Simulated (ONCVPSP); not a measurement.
# Pseudopotential generation for Pb: ONCV, PBE

Aim: build the potential from the settings below, then test how well it stands in for the atom: other configurations, scattering, ghost states and the plane-wave cutoff that it needs.

Method: ONCVPSP 4.0.1, PBE, scalar-relativistic.

**1. Starting point**

The settings as typed:

```json
{
 "element": "lead (Pb, Z = 82)",
 "type": "optimised norm-conserving Vanderbilt (ONCV)",
 "frozen core": "[Xe] 4f14",
 "valence charge": "14",
 "reference configuration": "5d10 6s2 6p2",
 "partial waves": "6s: rc 2.10 bohr, ncon 4, nbas 7, qcut 2.4 1/bohr, 2 projectors, debl 1.4 Ha; 6p: rc 2.95 bohr, ncon 4, nbas 7, qcut 3.3 1/bohr, 3 projectors, debl 2.7 Ha; 5d: rc 1.65 bohr, ncon 4, nbas 9, qcut 10.3 1/bohr, 2 projectors, debl 1.3 Ha",
 "local potential": "polynomial inside 1.60 bohr (lpopt 5, dvloc0 -1 Ha)",
 "core correction": "Teter function, fcfact 2, rcfact 1.8"
}
```

The outer shells as boxes (Hund's rule for the drawing; the calculation is spin-unpolarised):

```
[Xe] core
4f [↑↓][↑↓][↑↓][↑↓][↑↓][↑↓][↑↓]
5d [↑↓][↑↓][↑↓][↑↓][↑↓]
6s [↑↓]
6p [↑ ][↑ ][  ]
```

The nodes and maxima of the atom's own shells, from an earlier all-electron run, set the scale for the radii.

All-electron outer shells of the reference configuration (PBE, scalar-relativistic, ld1.x):

```
shell  level (eV)  outermost node (bohr)  outermost maximum (bohr)
   4f     -132.89                      –                      0.35
   5p      -85.83                   0.49                      0.88
   5d      -21.18                   0.52                      1.07
   6s      -12.04                   1.01                      1.95
   6p       -3.50                   1.18                      2.67
```

**2. Generation**

The input, Pb.dat:

```
# ATOM AND REFERENCE CONFIGURATION
# atsym  z   nc   nv     iexc    psfile
  Pb 82.00   12    3        4      upf
#
#   n    l    f
    1    0    2.00
    2    0    2.00
    2    1    6.00
    3    0    2.00
    3    1    6.00
    3    2   10.00
    4    0    2.00
    4    1    6.00
    4    2   10.00
    4    3   14.00
    5    0    2.00
    5    1    6.00
    5    2   10.00
    6    0    2.00
    6    1    2.00
#
# PSEUDOPOTENTIAL AND OPTIMIZATION
# lmax
    2
#
#   l,   rc,      ep,       ncon, nbas, qcut
    0    2.10    0.00    4    7    2.40
    1    2.95    0.00    4    7    3.30
    2    1.65    0.00    4    9   10.30
#
# LOCAL POTENTIAL
# lloc, lpopt,  rc(5),   dvloc0
    4    5    1.60   -1.00
#
# VANDERBILT-KLEINMAN-BYLANDER PROJECTORs
# l, nproj, debl
    0    2    1.40
    1    3    2.70
    2    2    1.30
#
# MODEL CORE CHARGE
# icmod, fcfact, rcfact
    3    2.00    1.80
#
# LOG DERIVATIVE ANALYSIS
# epsh1, epsh2, depsh
   -2.00    5.00    0.02
#
# OUTPUT GRID
# rlmax, drl
    6.00    0.01
#
# TEST CONFIGURATIONS
# ncnf
    4
# nvcnf
#   n    l    f
    3
    5    2   10.00
    6    0    2.00
    6    1    1.00
#
    3
    5    2   10.00
    6    0    2.00
    6    1    0.00
#
    3
    5    2   10.00
    6    0    1.00
    6    1    0.00
#
    3
    5    2   10.00
    6    0    0.00
    6    1    0.00
#
```

Run with:

```console
$ oncvpsp.x < Pb.dat > Pb.out
```

Q: Predict the outcome of this session. Wanted: cutoffs for 1 and 0.1 mHa per electron, occupied waves; bound ghosts; GHOST(+) flags; largest test error; largest phase difference near zero energy, channels read; rms error of d²Exc/dn², without and with the model core.

As calculated:

| quantity | value |
| --- | --- |
| cutoffs for 1 and 0.1 mHa per electron, occupied waves | 27 Ha and 32 Ha |
| bound ghosts | s at -23.71 eV |
| GHOST(+) flags | p at 134 eV |
| largest test error (AE − PS) | -241 meV, for 5d10 6s1 6p0 (1 test unsolved) |
| largest phase difference near zero energy, channels read | 0.001 rad |
| rms error of d²Exc/dn², without and with the model core | 3.49 and 0.98 mHa |

**Reading.** A bound ghost (s) makes it unfit for use: electrons can fall into a state that the atom doesn't have. The worst unpolarised test, 5d10 6s1 6p0, is off by 241 meV on 52.4 eV; by total energies transferability rates as poor. That test lies far up in energy; among those under 40 eV, nearer to bonding, the largest error is 69 meV. Of the tests 1 gave no usable energy difference, which is a warning in itself. The potential is of middling hardness: the looser tolerance needs 27 Ha. At the looser tolerance the 5d wave is the slowest; 6s needs 23 Ha. Near zero energy the phases of the channels with partial waves agree within 0.001 rad. The pseudo curves have a pole with no partner nearby in the atom's: s at -0.87 Ha. The program also flags highly localised states, GHOST(+) (p). All of this concerns the isolated atom, not yet a solid.
